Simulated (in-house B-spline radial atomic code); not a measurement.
# Xe²³⁺: binding energies from hole states

How tightly is each shell of Xe²³⁺ bound, and how much do the other electrons relax when one leaves?

Program: in-house B-spline radial atomic code version 1. Level of theory: Dirac-Hartree-Fock, average of configuration, Fermi nucleus, basis-set limit. These are calculated values, not measurements, unless marked.

## Step 1: Starting point

* element: xenon (Z = 54)
* charge: +23
* electrons: 31
* configuration: [Ar] 3d10 4s2 4p1
* Hamiltonian: Dirac-Coulomb
* nucleus: Fermi, rms radius 4.786 fm

Outer shells as boxes (Hund's rule):

[Ar] 3d10 4s2 4p1
```
[Ar] core
3d [↑↓][↑↓][↑↓][↑↓][↑↓]
4s [↑↓]
4p [↑ ][  ][  ]
```

The boxes draw the filling by Hund's rule, which heavy ions in jj coupling don't follow; these runs average over all states of the configuration.

The run's settings:

```ini
Z = 54
electrons = 31.0
configuration = [Ar] 3d10 4s2 4p1
hamiltonian = dirac
method = hf
spin_polarised = False
nucleus = fermi
rms_radius = 4.7859
mass_number = 132
atomic_mass = 131.90415508346
speed_of_light = 137.035999084
```

The reference is known from an earlier run: -7206.590989 hartree in all. Up to eight levels, counted from the top:

```csv
orbital,occupation,energy (eV),<r> (bohr)
3s1/2,2,-1832.06,0.3006
3p1/2,2,-1686.99,0.2912
3p3/2,4,-1621.43,0.3018
3d3/2,4,-1374.42,0.2719
3d5/2,6,-1360.60,0.2753
4s1/2,2,-785.77,0.6390
4p1/2,0.333333,-736.91,0.6455
4p3/2,0.666667,-719.31,0.6615
```

## Step 2: The 1s hole

The run's settings:

```ini
Z = 54
electrons = 30.0
configuration = 1s1 2s2 2p6 3s2 3p6 3d10 4s2 4p1
hamiltonian = dirac
method = hf
spin_polarised = False
nucleus = fermi
rms_radius = 4.7859
mass_number = 132
atomic_mass = 131.90415508346
speed_of_light = 137.035999084
```

## Step 3: The 2s hole

Settings: those of step 2 with these lines changed.

```diff
@@ -2,3 +2,3 @@
 electrons = 30.0
-configuration = 1s1 2s2 2p6 3s2 3p6 3d10 4s2 4p1
+configuration = 1s2 2s1 2p6 3s2 3p6 3d10 4s2 4p1
 hamiltonian = dirac
```

## Step 4: The 2p1/2 hole

In configurations, a minus sign after the shell means j = l − 1/2 and a plus sign j = l + 1/2; the count of electrons follows.

Settings: those of step 3 with these lines changed.

```diff
@@ -2,3 +2,3 @@
 electrons = 30.0
-configuration = 1s2 2s1 2p6 3s2 3p6 3d10 4s2 4p1
+configuration = 1s2 2s2 2p-1 2p+4 3s2 3p6 3d10 4s2 4p1
 hamiltonian = dirac
```

## Step 5: The 2p3/2 hole

Settings: those of step 4 with these lines changed.

```diff
@@ -2,3 +2,3 @@
 electrons = 30.0
-configuration = 1s2 2s2 2p-1 2p+4 3s2 3p6 3d10 4s2 4p1
+configuration = 1s2 2s2 2p-2 2p+3 3s2 3p6 3d10 4s2 4p1
 hamiltonian = dirac
```

## Step 6: The 3s hole

Settings: those of step 5 with these lines changed.

```diff
@@ -2,3 +2,3 @@
 electrons = 30.0
-configuration = 1s2 2s2 2p-2 2p+3 3s2 3p6 3d10 4s2 4p1
+configuration = 1s2 2s2 2p6 3s1 3p6 3d10 4s2 4p1
 hamiltonian = dirac
```

## Step 7: The 3p1/2 hole

Settings: those of step 6 with these lines changed.

```diff
@@ -2,3 +2,3 @@
 electrons = 30.0
-configuration = 1s2 2s2 2p6 3s1 3p6 3d10 4s2 4p1
+configuration = 1s2 2s2 2p6 3s2 3p-1 3p+4 3d10 4s2 4p1
 hamiltonian = dirac
```

## Step 8: The 3p3/2 hole

Settings: those of step 7 with these lines changed.

```diff
@@ -2,3 +2,3 @@
 electrons = 30.0
-configuration = 1s2 2s2 2p6 3s2 3p-1 3p+4 3d10 4s2 4p1
+configuration = 1s2 2s2 2p6 3s2 3p-2 3p+3 3d10 4s2 4p1
 hamiltonian = dirac
```

## Step 9: The 3d3/2 hole

Settings: those of step 8 with these lines changed.

```diff
@@ -2,3 +2,3 @@
 electrons = 30.0
-configuration = 1s2 2s2 2p6 3s2 3p-2 3p+3 3d10 4s2 4p1
+configuration = 1s2 2s2 2p6 3s2 3p6 3d-3 3d+6 4s2 4p1
 hamiltonian = dirac
```

## Step 10: The 3d5/2 hole

Settings: those of step 9 with these lines changed.

```diff
@@ -2,3 +2,3 @@
 electrons = 30.0
-configuration = 1s2 2s2 2p6 3s2 3p6 3d-3 3d+6 4s2 4p1
+configuration = 1s2 2s2 2p6 3s2 3p6 3d-4 3d+5 4s2 4p1
 hamiltonian = dirac
```

## Step 11: The 4s hole

Settings: those of step 10 with these lines changed.

```diff
@@ -2,3 +2,3 @@
 electrons = 30.0
-configuration = 1s2 2s2 2p6 3s2 3p6 3d-4 3d+5 4s2 4p1
+configuration = 1s2 2s2 2p6 3s2 3p6 3d10 4s1 4p1
 hamiltonian = dirac
```

## Step 12: The 4p hole

Settings: those of step 11 with these lines changed.

```diff
@@ -2,3 +2,3 @@
 electrons = 30.0
-configuration = 1s2 2s2 2p6 3s2 3p6 3d10 4s1 4p1
+configuration = 1s2 2s2 2p6 3s2 3p6 3d10 4s2
 hamiltonian = dirac
```

Q: What does each hole state cost in eV, and how does that compare with the orbital energies or single holes?

The runs gave:

| hole | ΔSCF (eV) | with Breit, QED, recoil (eV) | −ε of the parent (eV) | −ε less ΔSCF (eV) |
| --- | --- | --- | --- | --- |
| 1s | 35421.9 | 35298.4 | 35471.8 | 49.83 |
| 2s | 6189.64 | 6176.25 | 6209.81 | 20.17 |
| 2p1/2 | 5840.81 | 5827.77 | 5864.31 | 23.50 |
| 2p3/2 | 5515.22 | 5506.16 | 5537.42 | 22.21 |
| 3s | 1828.36 | 1825.81 | 1832.06 | 3.70 |
| 3p1/2 | 1682.79 | 1680.49 | 1686.99 | 4.20 |
| 3p3/2 | 1617.58 | 1616.07 | 1621.43 | 3.85 |
| 3d3/2 | 1369.37 | 1368.53 | 1374.42 | 5.06 |
| 3d5/2 | 1355.71 | 1355.21 | 1360.60 | 4.89 |
| 4s | 785.47 | 784.75 | 785.77 | 0.30 |
| 4p | 724.90 | 724.42 | - | - |

**Reading.** Every ΔSCF value lies below −ε, since the other electrons relax into the hole: by 49.8 eV for 1s and 0.30 eV for 4s. The spin-orbit splitting of the 2p hole is 321.61 eV with those corrections. Two partly filled shells share a symmetry and can mix in the average, which may lower the energy, in these hole states: 2p1/2; 2p3/2; 3p1/2; 3p3/2. A dash stands where an open shell is averaged over j, so that no single parent level belongs to the hole. Values are for the free ion, measured from the vacuum level.
